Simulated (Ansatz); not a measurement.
**CH4FGeNS: a ladder of functionals and wavefunction methods**

Aim: compute CH4FGeNS with functionals from several rungs and with coupled cluster. The yardstick is the atomisation energy at the CCSD(T) limit.

Computed with Ansatz 0.2.0, Gaussian basis. Level: functionals in def2-TZVPP, the program's frozen cores in correlated methods.

Levels to be run: PBE-D4, r2SCAN-D4, PBE0-D4, B3LYP-D4, ωB97X-V, ωB97M-V, B2PLYP; CCSD(T)/def2-TZVPP; MP2/def2-QZVPP; extrapolation to the limit.

**1. Structure used throughout**

All runs share one geometry, relaxed beforehand with PBE0-D4 in a triple-zeta def2 set.

9 atoms, charge 0, spin multiplicity 1.

Atoms are counted from 1 here; the program's logs count them from 0.

Bond lengths: F1–Ge2 1.739 Å, Ge2–N3 1.834 Å, Ge2–C4 1.923 Å, Ge2–H6 1.519 Å, N3–C4 1.474 Å, N3–H7 1.011 Å, C4–S5 1.793 Å, C4–H8 1.089 Å, S5–H9 1.344 Å. Angles: F1–Ge2–N3 115.4°, F1–Ge2–C4 115.9°, F1–Ge2–H6 108.6°, N3–Ge2–C4 46.1°, N3–Ge2–H6 119.2°, C4–Ge2–H6 134.8°, Ge2–N3–C4 70.1°, Ge2–N3–H7 126.8°, C4–N3–H7 115.6°, Ge2–C4–N3 63.8°, Ge2–C4–S5 127.0°, Ge2–C4–H8 114.8°, N3–C4–S5 112.1°, N3–C4–H8 117.4°, S5–C4–H8 112.6°, C4–S5–H9 96.4°.

**2. PBE-D4 (GGA)**

The input, in.yaml:

```yaml
crystal:
  periodic: [false, false, false]
  atoms:
    - {symbol: F, position_ang: [-0.113377, -0.401995, 2.584428]}
    - {symbol: Ge, position_ang: [-0.170037, 0.571796, 1.144997]}
    - {symbol: N, position_ang: [1.194485, 0.292544, -0.048795]}
    - {symbol: C, position_ang: [-0.030205, -0.379682, -0.520166]}
    - {symbol: S, position_ang: [-0.538806, 0.199901, -2.139161]}
    - {symbol: H, position_ang: [-0.531864, 1.994183, 1.537462]}
    - {symbol: H, position_ang: [1.999369, -0.305713, 0.081043]}
    - {symbol: H, position_ang: [-0.072149, -1.464550, -0.430833]}
    - {symbol: H, position_ang: [-1.648815, -0.552884, -2.226077]}
basis:
  gaussian: {orbitals: def2-TZVPP}
hamiltonian: {xc: pbe, dispersion: d4}
output: {forces: true, orbitals: {seedname: orbitals}}
```

Launch:

```bash
ansatz run in.yaml --threads 4 --pin off --events-out ev --progress --plain --max-ram 10444MiB
```

After this run come: r2SCAN-D4 (meta-GGA); PBE0-D4 (hybrid); B3LYP-D4 (hybrid); ωB97X-V (range-separated); ωB97M-V (range-separated); B2PLYP (double hybrid); CCSD(T) in def2-TZVPP; MP2 in def2-QZVPP.

Q: Predict the results of all the runs planned. Wanted: atomisation energy, CCSD(T)/CBS; farthest; mean size of error, hybrid; mean size of error, range-separated; gap, smallest and largest; T1 diagnostic; triples share of the correlation energy.

**Answer**, as computed:

| quantity | value |
| --- | --- |
| atomisation energy, CCSD(T)/CBS | 30.566 eV |
| functionals within 0.306 eV (1.0 %) | r2SCAN-D4, PBE0-D4, B3LYP-D4, ωB97X-V, ωB97M-V |
| farthest | PBE-D4 (+0.952 eV) |
| mean size of error, hybrid | 0.157 eV |
| mean size of error, range-separated | 0.099 eV |
| gap, smallest and largest | 3.62 eV (PBE-D4), 9.98 eV (ωB97X-V) |
| T1 diagnostic | 0.0129 |
| triples share of the correlation energy | 4.0 % |

PBE-D4 misses by +0.952 eV. Double hybrids carry the basis error of their MP2 part in triple zeta, and no dispersion term here, so their miss is partly the set-up's. Misses under about 0.306 eV are within the doubt on the reference itself, which lacks core-valence correlation, relativity and higher excitations, and its outer-core shells are covered unevenly. Hartree-Fock recovers 64 % of the binding; the rest is correlation. The gap grows from 3.6 to 10.0 eV across the functionals, mostly with the share of exact exchange. Correlated methods include outer-core shells of Ge, which these sets cover unevenly.
